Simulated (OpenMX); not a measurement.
Crystal: NbSi.

```
CELL_PARAMETERS angstrom
0.00000 2.57383 2.57383
2.57383 0.00000 2.57383
2.57383 2.57383 0.00000
ATOMIC_POSITIONS crystal
Nb 0.00000 0.00000 0.00000
Si 0.50000 0.50000 0.50000
```

The cell was built by a generator and needn't be a form met in nature.

Base run:

| Item | Value |
| --- | --- |
| Program | OpenMX 3.8.5 |
| Functional | PBE |
| Dispersion | D3(BJ) |
| Potentials or basis | OpenMX 2013 PBE set, Nb7.0-s3p2d2, Si7.0-s2p2d1, grid cutoff 400 Ry |
| k mesh | 7 × 7 × 7 |
| Occupations | fermi-dirac, width 0.05 eV |
| Spin | no spin polarisation |

Its results: band gap on the k mesh none (metal or under the smearing width); pressure -4.0 GPa.

The run is repeated on the same cell with these changes: dispersion from D3(BJ) to D4. What comes out?

Band gap on the k mesh none (metal or under the smearing width); pressure -2.1 GPa.

Caveats: the basis of atomic orbitals isn't converged, which shifts pressures, moduli and gaps; pairwise dispersion overbinds metals, which lowers pressure and volume.
